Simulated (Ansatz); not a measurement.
# Ga3Ni2: properties at the relaxed cell

One table from this session's results is given with a row withheld; the runs are named, their logs left out.

Program: Ansatz 0.2.0. Level of theory: DFT r2SCAN, scalar-relativistic, plane waves, PAW. These are calculated values, not measurements.

## The starting structure

Symmetry: P-3m1, No. 164, trigonal system. Conventional cell: a = 4.018 Å, b = 4.018 Å, c = 4.856 Å, α = 90.00°, β = 90.00°, γ = 120.00°. Ga (site symmetry -3m) is surrounded by 6 Ni at 2.42 Å. Around Ga (site symmetry 3m) lie 5 Ni at 2.42 to 2.55 Å and 3 Ga at 2.69 Å. Around Ni (site symmetry 3m) lie 8 Ga at 2.42 to 2.55 Å and 3 Ni at 2.70 Å.

Structure file:

```cif
data_structure
_symmetry_space_group_name_H-M 'P-3m1'
_symmetry_Int_Tables_number 164
_cell_length_a 4.0183
_cell_length_b 4.0183
_cell_length_c 4.8557
_cell_angle_alpha 90.000
_cell_angle_beta 90.000
_cell_angle_gamma 120.000
_cell_volume 67.90
loop_
_atom_site_label
_atom_site_type_symbol
_atom_site_symmetry_multiplicity
_atom_site_Wyckoff_symbol
_atom_site_fract_x
_atom_site_fract_y
_atom_site_fract_z
_atom_site_occupancy
Ga1 Ga 1 a 0.00000 0.00000 0.00000 1
Ga2 Ga 2 d 0.33333 0.66667 0.64058 1
Ni1 Ni 2 d 0.33333 0.66667 0.14200 1
```

It is the result of an earlier relaxation at this level (volume 13.58 Å³/atom; gap on the mesh: none (metal)).

Set-up of the first run:

Input file input.yaml:

```yaml
crystal:
  lattice:
    - [4.0499987506, 0.0, 0.0]
    - [-2.0249993753, 3.5074018033, 0.0]
    - [0.0, 0.0, 4.89]
  atoms:
    - { symbol: Ga, position: [0.0, 0.0, 0.0] }
    - { symbol: Ga, position: [0.3333333333, 0.6666666667, 0.625] }
    - { symbol: Ga, position: [0.6666666667, 0.3333333333, 0.375] }
    - { symbol: Ni, position: [0.3333333333, 0.6666666667, 0.138] }
    - { symbol: Ni, position: [0.6666666667, 0.3333333333, 0.862] }
basis:
  ecutwfc: 500
kpoints:
  mp_grid: { grid: [12, 12, 8] }
hamiltonian:
  xc: r2scan
scf:
  occupations: { method: gaussian, width: 0.1 }
output:
  forces: true
  stress: true
  eigenvalues: true
  populations: true
```

On the command line:

```sh
ansatz run input.yaml --threads 1 --pin off --max-ram 2560MiB --backend cpu --events-out ev --progress --plain --runs-dir out
```

Among the steps run: Back to the database's cell; Atoms relaxed in the listed cell; Volume × 0.97; The cell scaled to 1.03 of its volume; Volume × 0.94; Volume × 1.06.

One table of the session follows, with a row left open; its other results are not shown here.

It belongs to the step «Energy against volume». 

```
volume (Å³/atom)  energy above the lowest point (meV/atom)  pressure (GPa)
          12.765                                      24.6           10.31
          13.173                                         ?               ?
          13.580                                       0.0            0.00
          13.988                                       5.2           -3.94
          14.395                                      19.5           -7.24
```

**Question.** Estimate the row for volume (Å³/atom) = 13.173.

Worked estimate for «energy above the lowest point (meV/atom)». A straight line through the neighbours (12.765, 24.6) and (13.580, 0.0) gives 24.6 + (0.0 − 24.6) × (13.173 − 12.765) / (13.580 − 12.765) = 12.3; a parabola fitted to 3 rows on both sides gives 6.5.

As computed: energy above the lowest point (meV/atom): 5.8; pressure (GPa): 4.70. In «energy above the lowest point (meV/atom)» the line misses by +6.5 and the parabola by +0.7.

Caveats from the session: Spin polarisation is off in the runs that give these values; a magnetic solution could lie lower. Warnings in the runs' records: stress scf threshold loose.
